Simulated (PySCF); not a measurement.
**La(OH)3(H2O): from a template to the relaxed complex**

Task: relax La(OH)3(H2O), compute its harmonic modes and analyse its electrons. The species was built from a template and needn't be a known compound.

Computed with PySCF 2.14.0. Level: PBE0, La lcecp-1-SVP with ECP46, O def2-SVP, H def2-SVP; scalar-relativistic core potentials, no spin–orbit coupling.

1 further run of the same task is left out (for a known fault of the program).

## (1) Where the work starts

10 atoms, charge 0, spin multiplicity 1.

Bond lengths: La1–O2 2.253 Å, La1–O4 2.253 Å, La1–O6 2.253 Å, La1–O8 2.560 Å, O2–H3 0.966 Å, O4–H5 0.966 Å, O6–H7 0.966 Å, O8–H9 0.970 Å, O8–H10 0.970 Å. Angles: O2–La1–O4 109.5°, O2–La1–O6 109.5°, O2–La1–O8 109.5°, O4–La1–O6 109.5°, O4–La1–O8 109.5°, O6–La1–O8 109.5°, La1–O2–H3 158.7°, La1–O4–H5 158.7°, La1–O6–H7 158.7°, La1–O8–H9 127.5°, La1–O8–H10 127.5°, H9–O8–H10 105.1°.

As a file:

```xyz
10
charge 0, multiplicity 1
La    0.0000    0.0000    0.0000
O     1.3007    1.3007    1.3007
H     2.0678    1.5728    1.8203
O    -1.3007   -1.3007    1.3007
H    -2.0678   -1.5728    1.8203
O     1.3007   -1.3007   -1.3007
H     1.5728   -2.0678   -1.8203
O    -1.4780    1.4780   -1.4780
H    -1.5043    2.4474   -1.5043
H    -2.1330    1.1900   -2.1330
```

Formal oxidation states: La +3. The 4f shell is empty and lies in the core potential.

## (2) SCF at the start, singlet

The input, run.py (the lines that set the calculation):

```python
mol = gto.M(atom='''
La     0.00000     0.00000     0.00000
O      1.30070     1.30070     1.30070
H      2.06780     1.57280     1.82030
O     -1.30070    -1.30070     1.30070
H     -2.06780    -1.57280     1.82030
O      1.30070    -1.30070    -1.30070
H      1.57280    -2.06780    -1.82030
O     -1.47800     1.47800    -1.47800
H     -1.50430     2.44740    -1.50430
H     -2.13300     1.19000    -2.13300''',
    basis={'La': 'lcecp-1-SVP', 'O': 'def2-SVP', 'H': 'def2-SVP'},
    ecp={'La': 'lcecp-1-SVP'},
    charge=0, spin=0)
mf = dft.RKS(mol, xc='PBE0')
mf.grids.atom_grid = (50, 194)  # f atoms: unpruned, at least (60, 302)
mf = mf.density_fit()  # fitting sets: La AutoAux, O def2-universal-JKFIT, H def2-universal-JKFIT
mf.conv_tol = 1e-08; mf.max_cycle = 55
mf.kernel(dm0)  # dm0: free metal ions and neutral atoms
```

Command:

```sh
$ OMP_NUM_THREADS=2 python run.py
```

What it wrote:

```text
init E= -339.32298557669
  HOMO = -0.345977782714797  LUMO = -0.0508768667450354  gap/eV = 8.03010
cycle= 1 E= -334.995923437687  delta_E= 4.33  |g|= 0.71  |ddm|= 2.89
  HOMO = -0.119300509717472  LUMO = -0.0550408470501473  gap/eV = 1.74859
cycle= 2 E= -334.778879976909  delta_E= 0.217  |g|= 1.28  |ddm|= 1.56
  HOMO = -0.240941424369963  LUMO = -0.0407012314769766  gap/eV = 5.44881
cycle= 3 E= -335.110051616886  delta_E= -0.331  |g|= 0.127  |ddm|= 0.98
  HOMO = -0.240426106538882  LUMO = -0.0397766532266175  gap/eV = 5.45995
cycle= 4 E= -335.113707582021  delta_E= -0.00366  |g|= 0.0254  |ddm|= 0.146
  HOMO = -0.240985511880713  LUMO = -0.037718630525255  gap/eV = 5.53117
cycle= 5 E= -335.113863852044  delta_E= -0.000156  |g|= 0.00747  |ddm|= 0.0345
  HOMO = -0.241125262289731  LUMO = -0.0377998452385668  gap/eV = 5.53277
cycle= 6 E= -335.113872243101  delta_E= -8.39e-06  |g|= 0.00378  |ddm|= 0.00736
  HOMO = -0.241325860915589  LUMO = -0.0378293564760845  gap/eV = 5.53742
cycle= 7 E= -335.113875140628  delta_E= -2.9e-06  |g|= 0.000526  |ddm|= 0.00306
  HOMO = -0.241344027647124  LUMO = -0.0378206248016149  gap/eV = 5.53815
cycle= 8 E= -335.113875183478  delta_E= -4.29e-08  |g|= 0.000262  |ddm|= 0.000496
  HOMO = -0.24135405028558  LUMO = -0.0378246883239228  gap/eV = 5.53832
cycle= 9 E= -335.113875196301  delta_E= -1.28e-08  |g|= 3.38e-05  |ddm|= 0.000185
  HOMO = -0.241353774040916  LUMO = -0.037821951280101  gap/eV = 5.53838
cycle= 10 E= -335.113875196599  delta_E= -2.98e-10  |g|= 8.59e-06  |ddm|= 5.02e-05
  HOMO = -0.24135401930748  LUMO = -0.0378224773817948  gap/eV = 5.53838
Extra cycle  E= -335.113875196566  delta_E= 3.32e-11  |g|= 1.54e-05  |ddm|= 1.82e-05
converged SCF energy = -335.113875196566
```

Wall time 3.9 s (2 threads of Arm Neoverse V1, shared host); peak memory 0.69 GiB.

Read off: E = -335.113875 Eh, HOMO -6.57 eV, LUMO -1.03 eV, Mulliken charge on La1 +1.10 e. The large-core potential holds the 4f shell empty.

## (3) Relaxation, singlet

No symmetry is imposed.

The input, run.py (the lines that set the calculation):

```python
mol = gto.M(atom='''
La     0.02365    -0.02125     0.02245
O      1.32435     1.27945     1.32315
H      2.09145     1.55155     1.84275
O     -1.27705    -1.32195     1.32315
H     -2.04415    -1.59405     1.84275
O      1.32435    -1.32195    -1.27825
H      1.59645    -2.08905    -1.79785
O     -1.45435     1.45675    -1.45555
H     -1.48065     2.42615    -1.48185
H     -2.10935     1.16875    -2.11055''',
    basis={'La': 'lcecp-1-SVP', 'O': 'def2-SVP', 'H': 'def2-SVP'},
    ecp={'La': 'lcecp-1-SVP'},
    charge=0, spin=0)
mf = dft.RKS(mol, xc='PBE0')
mf.grids.atom_grid = (50, 194)  # f atoms: unpruned, at least (60, 302)
mf = mf.density_fit()  # fitting sets: La AutoAux, O def2-universal-JKFIT, H def2-universal-JKFIT
mf.conv_tol = 1e-08; mf.max_cycle = 55
mf.kernel(dm0)  # dm0: an SCF of this state at this start
# quasi-Newton relaxation in Cartesian coordinates to a largest gradient under 0.00045 Eh/bohr, steps kept in the point group
```

Command:

```sh
$ OMP_NUM_THREADS=2 python run.py
```

No log is kept here; the results follow.

Wall time 2.3 min (2 threads of Arm Neoverse V1, shared host).

Along the way:

| step | energy from step 1 (eV) | largest force component (eV/Å) |
| --- | --- | --- |
| 1 | 0.0000 | 1.4301 |
| 2 | -0.1829 | 0.8244 |
| 3 | -0.2464 | 0.9567 |
| 4 | -0.2782 | 0.4189 |
| 5 | -0.2957 | 0.3621 |
| 6 | -0.3021 | 0.6884 |
| 7 | -0.3256 | 0.2127 |
| 8 | -0.3327 | 0.1490 |
| 9 | -0.3371 | 0.3146 |
| 10 | -0.3409 | 0.1539 |
| 11 | -0.3457 | 0.1496 |
| 12 | -0.3488 | 0.0669 |
| 13 | -0.3494 | 0.0426 |
| 14 | -0.3497 | 0.1235 |
| 15 | -0.3500 | 0.0396 |
| 16 | -0.3502 | 0.0570 |
| 17 | -0.3507 | 0.0381 |
| 18 | -0.3509 | 0.0389 |
| 19 | -0.3510 | 0.0321 |
| 20 | -0.3511 | 0.0312 |
| 21 | -0.3513 | 0.0337 |
| 22 | -0.3515 | 0.0343 |
| 23 | -0.3516 | 0.0305 |
| 24 | -0.3518 | 0.0182 |
| 25 | -0.3519 | 0.0189 |
| 26 | -0.3519 | 0.0185 |

Close pairs (by a distance rule), those that changed most:

| bond | before (Å) | after (Å) | change (Å) |
| --- | --- | --- | --- |
| La1–O6 | 2.253 | 2.183 | -0.070 |
| La1–O4 | 2.253 | 2.184 | -0.069 |
| La1–O2 | 2.253 | 2.187 | -0.066 |
| La1–O8 | 2.560 | 2.620 | +0.060 |
| O6–H7 | 0.966 | 0.957 | -0.008 |
| O4–H5 | 0.966 | 0.957 | -0.008 |
| O2–H3 | 0.966 | 0.958 | -0.008 |
| O8–H10 | 0.970 | 0.964 | -0.006 |

It ends in C1 at E = -335.126808 Eh.

```xyz
10
H5LaO4
La    0.17196   -0.23086    0.13226
O     1.31505    1.31591    1.17310
H     1.87399    1.89041    1.69712
O    -1.47525   -1.15044    1.23214
H    -2.12766   -1.60469    1.76573
O     1.17462   -1.47249   -1.35712
H     1.67586   -2.04070   -1.94233
O    -1.25317    1.38302   -1.36125
H    -1.38192    2.31932   -1.16835
H    -1.97882    1.12494   -1.94114
```

## (4) The relaxed geometry turned into its symmetry frame

The input, run.py (the lines that set the calculation):

```python
mol = gto.M(atom='''
La     0.08484    -0.09067     0.07569
O      1.22793     1.45610     1.11653
H      1.78687     2.03060     1.64055
O     -1.56237    -1.01025     1.17558
H     -2.21478    -1.46450     1.70917
O      1.08750    -1.33230    -1.41369
H      1.58874    -1.90050    -1.99889
O     -1.34029     1.52321    -1.41781
H     -1.46904     2.45951    -1.22491
H     -2.06594     1.26514    -1.99770''',
    basis={'La': 'lcecp-1-SVP', 'O': 'def2-SVP', 'H': 'def2-SVP'},
    ecp={'La': 'lcecp-1-SVP'},
    charge=0, spin=0)
mf = dft.RKS(mol, xc='PBE0')
mf.grids.atom_grid = (50, 194)  # f atoms: unpruned, at least (60, 302)
mf = mf.density_fit()  # fitting sets: La AutoAux, O def2-universal-JKFIT, H def2-universal-JKFIT
mf.conv_tol = 1e-08; mf.max_cycle = 55
mf.kernel(dm0)  # dm0: free metal ions and neutral atoms
```

Command:

```sh
$ OMP_NUM_THREADS=2 python run.py
```

What it wrote:

```text
init E= -339.410124406361
  HOMO = -0.335069369087389  LUMO = -0.0599547696970752  gap/eV = 7.48625
cycle= 1 E= -335.014310453657  delta_E=  4.4  |g|= 0.707  |ddm|= 2.95
  HOMO = -0.136364865509569  LUMO = -0.0270932932023733  gap/eV = 2.97343
cycle= 2 E= -334.853560984179  delta_E= 0.161  |g|= 1.17  |ddm|= 1.43
  HOMO = -0.254688433553004  LUMO = -0.0227422536635764  gap/eV = 6.31158
cycle= 3 E= -335.123322949743  delta_E= -0.27  |g|= 0.123  |ddm|= 0.867
  HOMO = -0.253383644049227  LUMO = -0.0230570341536875  gap/eV = 6.26751
cycle= 4 E= -335.126673310263  delta_E= -0.00335  |g|= 0.0227  |ddm|= 0.134
  HOMO = -0.253846886652722  LUMO = -0.0212349193822625  gap/eV = 6.32969
cycle= 5 E= -335.126805841498  delta_E= -0.000133  |g|= 0.00322  |ddm|= 0.0325
  HOMO = -0.254154327727721  LUMO = -0.0214361652973949  gap/eV = 6.33258
cycle= 6 E= -335.126807539671  delta_E= -1.7e-06  |g|= 0.00181  |ddm|= 0.0042
  HOMO = -0.254196765901238  LUMO = -0.021421531002467  gap/eV = 6.33414
cycle= 7 E= -335.126808125336  delta_E= -5.86e-07  |g|= 0.00046  |ddm|= 0.00143
  HOMO = -0.254220111085558  LUMO = -0.0214175282975191  gap/eV = 6.33488
cycle= 8 E= -335.126808158336  delta_E= -3.3e-08  |g|= 0.000234  |ddm|= 0.000414
  HOMO = -0.254225118796922  LUMO = -0.0214200352031746  gap/eV = 6.33495
cycle= 9 E= -335.126808168796  delta_E= -1.05e-08  |g|= 1.05e-05  |ddm|= 0.000157
  HOMO = -0.254225386447502  LUMO = -0.0214196949245924  gap/eV = 6.33497
cycle= 10 E= -335.126808168827  delta_E= -3.05e-11  |g|= 2.6e-06  |ddm|= 1.67e-05
  HOMO = -0.254225375508944  LUMO = -0.0214198017133178  gap/eV = 6.33496
Extra cycle  E= -335.126808168827  delta_E=    0  |g|= 2.2e-06  |ddm|= 6.08e-06
converged SCF energy = -335.126808168827
```

Run time: 2.8 s. Hardware: 2 threads of Arm Neoverse V1, shared host.

Read off: E = -335.126808 Eh, HOMO -6.92 eV, LUMO -0.58 eV, Mulliken charge on La1 +1.08 e. The large-core potential holds the 4f shell empty.

## (5) Harmonic vibrations

Edit run.py (the lines that set the calculation) of step 4 so:

```diff
@@ -17,3 +17,4 @@
 mf = mf.density_fit()  # fitting sets: La AutoAux, O def2-universal-JKFIT, H def2-universal-JKFIT
-mf.conv_tol = 1e-08; mf.max_cycle = 55
-mf.kernel(dm0)  # dm0: free metal ions and neutral atoms
+mf.conv_tol = 1e-10; mf.max_cycle = 55
+mf.kernel(dm0)  # dm0: the density of the relaxed state
+# Hessian and dipole derivatives by central differences of gradients, 0.02 bohr
```

Command:

```sh
$ OMP_NUM_THREADS=2 python run.py
```

No log is kept here; the results follow.

Wall time 5.2 min (2 threads of Arm Neoverse V1, shared host).

Point group C1; negative numbers are unstable modes, and those under 60 cm⁻¹ are near the numerical noise:

| cm⁻¹ | km/mol |
| --- | --- |
| -32 | 14.6 |
| 29 | 26.6 |
| 62 | 12.3 |
| 69 | 4.6 |
| 110 | 1.5 |
| 114 | 0.5 |
| 209 | 155.4 |
| 257 | 2.0 |
| 273 | 0.4 |
| 341 | 230.0 |
| 350 | 319.6 |
| 388 | 65.7 |
| 434 | 26.8 |
| 443 | 81.2 |
| 462 | 435.8 |
| 542 | 247.9 |
| 544 | 248.9 |
| 567 | 29.4 |
| 1620 | 79.7 |
| 3864 | 95.5 |
| 3961 | 145.2 |
| 3987 | 79.4 |
| 3990 | 77.6 |
| 3991 | 71.0 |

## (6) Charges, bond orders and levels

The input, run.py (the lines that set the calculation):

```python
mol = gto.M(atom='''
La     0.17196    -0.23086     0.13226
O      1.31505     1.31591     1.17310
H      1.87399     1.89041     1.69712
O     -1.47525    -1.15044     1.23214
H     -2.12766    -1.60469     1.76573
O      1.17462    -1.47249    -1.35712
H      1.67586    -2.04070    -1.94233
O     -1.25317     1.38302    -1.36125
H     -1.38192     2.31932    -1.16835
H     -1.97882     1.12494    -1.94114''',
    basis={'La': 'lcecp-1-SVP', 'O': 'def2-SVP', 'H': 'def2-SVP'},
    ecp={'La': 'lcecp-1-SVP'},
    charge=0, spin=0)
mf = dft.RKS(mol, xc='PBE0')
mf.grids.atom_grid = (75, 302)  # f atoms: unpruned, at least (60, 302)
mf = mf.density_fit()  # fitting sets: La AutoAux, O def2-universal-JKFIT, H def2-universal-JKFIT
mf.conv_tol = 1e-09; mf.max_cycle = 55
mf.kernel(dm0)  # dm0: the density of the relaxed state
```

Command:

```sh
$ OMP_NUM_THREADS=2 python run.py
```

What it wrote:

```text
init E= -335.126810504146
  HOMO = -0.254225151076149  LUMO = -0.0214183946855151  gap/eV = 6.33499
cycle= 1 E= -335.126810504104  delta_E= 4.21e-11  |g|= 8.5e-05  |ddm|= 0.000127
  HOMO = -0.254225920783205  LUMO = -0.0214143684730423  gap/eV = 6.33513
cycle= 2 E= -335.126810501673  delta_E= 2.43e-09  |g|= 0.000141  |ddm|= 0.000147
  HOMO = -0.254225374521054  LUMO = -0.0214160888182313  gap/eV = 6.33506
cycle= 3 E= -335.126810505463  delta_E= -3.79e-09  |g|= 1.31e-05  |ddm|= 9.38e-05
  HOMO = -0.254225393353807  LUMO = -0.0214163188396341  gap/eV = 6.33506
cycle= 4 E= -335.126810505495  delta_E= -3.23e-11  |g|= 6.62e-07  |ddm|= 8.75e-06
  HOMO = -0.254225430169976  LUMO = -0.0214163248458092  gap/eV = 6.33506
Extra cycle  E= -335.126810505496  delta_E= -6.82e-13  |g|= 1.09e-06  |ddm|= 1.31e-06
converged SCF energy = -335.126810505496
```

Run time: 22 s. Hardware: 2 threads of Arm Neoverse V1, shared host.

Result: E = -335.126811 Eh, HOMO -6.92 eV, LUMO -0.58 eV, Mulliken charge on La1 +1.08 e, largest force component 0.018 eV/Å. The large-core potential holds the 4f shell empty.

Löwdin charges:

| atom | value (e) |
| --- | --- |
| La1 | 0.71 |
| O2 | -0.38 |
| H3 | 0.07 |
| O4 | -0.38 |
| H5 | 0.07 |
| O6 | -0.38 |
| H7 | 0.07 |
| O8 | -0.02 |
| H9 | 0.12 |
| H10 | 0.12 |

Mulliken charges: La1 +1.08, O2 -0.58, H3 +0.17, O4 -0.58, H5 +0.17, O6 -0.58, H7 +0.17, O8 -0.29, H9 +0.22, H10 +0.22 e.

Contacts (the nearest donor of each ligand) and Mayer bond orders:

| contact | distance (Å) | bond order |
| --- | --- | --- |
| La1–O2 (OH) | 2.187 | 0.99 |
| La1–O4 (OH) | 2.184 | 0.98 |
| La1–O6 (OH) | 2.183 | 0.98 |
| La1–O8 (H2O) | 2.620 | 0.26 |

Mulliken populations of La1 outside the core potential: s 2.11, p 6.32, d 1.38, f 0.11.

Orbitals, density, ELF and potential are computed afterwards from the orbital file.

Frontier orbitals at PBE0, with the share of their density that lies nearest to each atom:

| orbital | energy (eV) | lies on |
| --- | --- | --- |
| HOMO-1 | -6.96 | O4, O6 about 31 % each; O2 25 % |
| HOMO | -6.92 | O4, O6 about 35 % each; O2 19 % |
| LUMO | -0.58 | H9, H10 about 25 % each; O8 13 %; La1 8 % |

ELF in a plane through or near 3 of the atoms.

Ten even steps from '0' (0.00) to '9' (0.98):
```
0000000000000000000000000000
0000000000000000000000000000
0000000000000000000000000000
0000000000000000000000000000
0000000000000000000000000000
0000000000000000000000000000
0000000000000000000100000000
0000000120000000011332000000
0000001211268831156521000000
0000001114776784178632000000
0000000017930586023344200000
0000000003677752000011000000
0000000001234443200000000000
0000000025784588520000000000
0000000002478875200000000000
0000000001389974000000000000
0000000000278863000000000000
0000000000013210000000000000
0000000000000000000000000000
0000000000000000000000000000
```
The map spans 10.3 Å across and 11.7 Å up, centred on the molecule. Atoms in the plane (x, y in Å): La1 (-0.6, -0.1), O2 (-0.4, -2.3), H3 (-0.4, -3.3).

log10 of the density (e/Å³) in the same plane.

Ten even steps from '0' (-4.0) to '9' (0.9):
```
0000000000000000000000000000
0000000000000000000000000000
0000000000000000000000000000
0000000000000000000000000000
0000000011111111100000000000
0000001122222222111110000000
0000112334433333333333100000
0001224455555544455554310000
0001234556677766566665320000
0001234567888887677765431000
0001223457876887666655431000
0001123356788876544444320000
0000122345678876543222100000
0000112346789987643210000000
0000001245689977532100000000
0000000124578765421000000000
0000000013455554210000000000
0000000001233322100000000000
0000000000000000000000000000
0000000000000000000000000000
```
The map spans 10.3 Å across and 11.7 Å up, centred on the molecule. Atoms in the plane (x, y in Å): La1 (-0.6, -0.1), O2 (-0.4, -2.3), H3 (-0.4, -3.3).

On the surface of density 0.002 e/bohr³ the electrostatic potential runs, from the 1st to the 99th percentile, from -1.50 V near O6 to 3.32 V near H9.

## (7) What came out

```
                                              quantity                         value
                                 state and point group                   singlet, C1
                                                 modes  -32 to 3991 cm⁻¹, 1 unstable
strongest infrared band (modes within 1.5 cm⁻¹ summed)         462 cm⁻¹ (436 km/mol)
                                 metal–ligand contacts                2.18 to 2.62 Å
                                       frontier levels  HOMO -6.92 eV, LUMO -0.58 eV
                                                dipole                        4.54 D
                                   mean polarisability                        8.0 Å³
```

At the final geometry 1 mode is unstable, within the noise, so a saddle point isn't shown. The metal carries +0.71 e by Löwdin's partition against a formal +3, and bond orders to the nearest donors reach 0.99. Both measures hang on the basis. One start shape was tried, so another isomer may lie lower. The bases are small and lack diffuse functions. Spin–orbit coupling is left out.
